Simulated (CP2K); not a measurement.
HfIn4SiO6: band structure with TB-mBJ

Crystal: HfIn4SiO6.

```xyz
12
Lattice="6.4456 0.0000 0.0000 -3.2077 5.5907 0.0000 -0.7713 -1.3317 6.3087" Properties=species:S:1:pos:R:3 pbc="T T T"
Hf    0.3225    0.5569    0.0575
In    3.5538    2.6841    0.0516
In    0.5595    4.4182    0.0516
In    2.4326    0.5845    3.0533
In   -0.7037    2.4008    3.0533
Si    2.4228    4.1834    2.8088
O     3.2013    2.7811    2.4039
O     0.8191    4.1608    2.4039
O    -0.1337   -0.2308    1.8611
O     2.6341    4.5481    4.3880
O     2.2391    0.7124    0.4691
O    -0.4964    2.2967    0.4691
```

The cell was built by a generator and needn't be a form met in nature.

```yaml
Program: CP2K 2026.2
Task: band structure
Functional: TB-mBJ
Potentials_or_basis: POTENTIAL_UZH Hf GTH-PBE-q12, In GTH-PBE-q13, Si GTH-PBE-q4, O GTH-PBE-q6; TZVP-MOLOPT-PBE-GTH basis
Density_cutoff: 13606 eV
k_mesh: 5 × 5 × 4
Occupations: fermi-dirac, width 0.05 eV
Spin: no spin polarisation
SCF_solver: diagonalisation with k points
Quickstep_method: GPW
EPS_DEFAULT: 1.0E-9
EPS_SCF: 1.0E-6
MAX_SCF: 100
SCF_GUESS: ATOMIC
k_points_reduced_by_the_point_group: yes
Mesh_centred_on_Gamma: yes
CHOLESKY: OFF
EPS_EIGVAL: 1.0E-7
MIXING_METHOD: BROYDEN_MIXING
MIXING_ALPHA: 0.4
NBUFFER: 8
NGRIDS: 4
ADDED_MOS: "[33]"
Points_a_segment_of_the_path_NPOINTS: 10
Bands_added_on_the_path: 6
MPI_ranks: 6
REL_CUTOFF_Ry: 60 Ry
MIXING_BETA_1/bohr: 1.5 1/bohr
CUTOFF_of_the_grids: 1000 Ry
```

The band gap on the k mesh is 1.03 eV, indirect (least direct gap 1.24 eV), the band gap along the path is 0.68 eV, indirect (least direct gap 1.02 eV) and the mulliken charges are Hf +2.36; In +0.70, +0.66; Si +1.68; O -1.16, -1.07, -1.01, -1.17 e.

Levels at the corners of the path, in eV from the valence-band top:
```csv
point,band 49,band 50,band 51,band 52,band 53,band 54,band 55,band 56
Γ,-2.99,-1.13,-1.05,-0.39,1.87,2.13,2.35,3.02
Y,-2.32,-1.97,-1.37,-0.14,1.40,2.14,2.97,3.09
F,-2.13,-1.61,-1.29,-0.77,1.26,1.57,2.91,2.98
H,-2.18,-1.73,-1.30,-0.39,0.68,1.52,2.77,3.34
Z,-2.62,-2.28,-1.14,-0.03,1.66,2.09,2.24,2.87
I,-2.09,-1.66,-1.43,-0.83,1.74,2.17,2.53,2.63
F1,-2.13,-1.61,-1.29,-0.77,1.26,1.57,2.91,2.98
H1,-2.18,-1.73,-1.30,-0.39,0.68,1.52,2.77,3.34
Y1,-2.32,-1.97,-1.37,-0.14,1.40,2.14,2.97,3.09
X,-2.66,-2.04,-0.90,-0.33,1.17,2.67,3.08,3.11
Γ,-2.99,-1.13,-1.05,-0.39,1.87,2.13,2.35,3.02
N,-2.38,-2.07,-1.21,-0.21,1.92,2.14,2.54,2.95
M,-2.19,-1.68,-1.17,-0.75,1.30,1.68,2.27,2.47
Γ,-2.99,-1.13,-1.05,-0.39,1.87,2.13,2.35,3.02
```

Wall time 3.1 min on 6 MPI ranks on Arm Neoverse V2, with other jobs on the host.

Caveat: Mulliken charges move with the basis; this is a model potential without an energy functional, so only levels have meaning; spin-orbit coupling is left out, which moves the levels of the heavy elements; the mesh misses the band edges, which the band path finds closer together; the basis of atomic orbitals isn't converged, which shifts pressures, moduli and gaps.
